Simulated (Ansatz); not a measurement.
# Sb: the cost of one run

Method: DFT PBEsol, scalar-relativistic, plane waves, PAW, in Ansatz 0.2.0.

### 1 The system as given

The structure is monoclinic, space group P2/m (No. 10). The conventional cell has a = 2.425 Å, b = 2.439 Å, c = 4.852 Å, α = 90.00°, β = 90.24°, γ = 90.00°. Around P (site symmetry m) lie 6 P at 2.42 to 2.44 Å.

Cell or atoms stand a little off a more symmetric structure (Pm-3m at a tolerance of 0.3 Å), so results at this geometry aren't those of that ideal crystal.

As a file:

```
P
1.0
     2.42469    0.00000    0.00000
     0.00000    2.43854    0.00000
    -0.02031    0.00000    4.85243
P
2
Cartesian
  2.4196 0.0000 1.2159
  -0.0152 0.0000 3.6365
```

The structure comes from the Materials Project (structure only).

### 2 One element swapped, cell strained: P → Sb, first probe

What differs from the listed cell: Sb takes all sites of P, and lengths are scaled by 1.179 as a first guess of the size; strain xx, yy, zz, yz, xz, xy = +0.4, +0.4, +0.4, +0.0, +0.0, +0.0 %.

Input file input.yaml:

```yaml
crystal:
  lattice:
    - [2.8709897453, 0.0, 0.0]
    - [0.0, 2.8873783952, 0.0]
    - [-0.0240535971, 0.0, 5.7455845768]
  atoms:
    - { symbol: Sb, position: [0.99999997, 0.0, 0.25057464] }
    - { symbol: Sb, position: [3.0e-08, 0.0, 0.74942536] }
basis:
  ecutwfc: 420
kpoints:
  mp_grid: { grid: [6, 6, 4] }
hamiltonian:
  xc: pbesol
scf:
  occupations: { method: gaussian, width: 0.1 }
output:
  forces: true
  stress: true
  eigenvalues: true
```

Started as:

```bash
$ ansatz run input.yaml --threads 1 --pin off --max-ram 1331MiB --backend cpu --events-out ev --progress --plain --runs-dir out
```

Q: Estimate wall time and peak memory on 1 thread of an Arm CPU, shared host.

About 3 s, with a peak of 0.31 GiB.
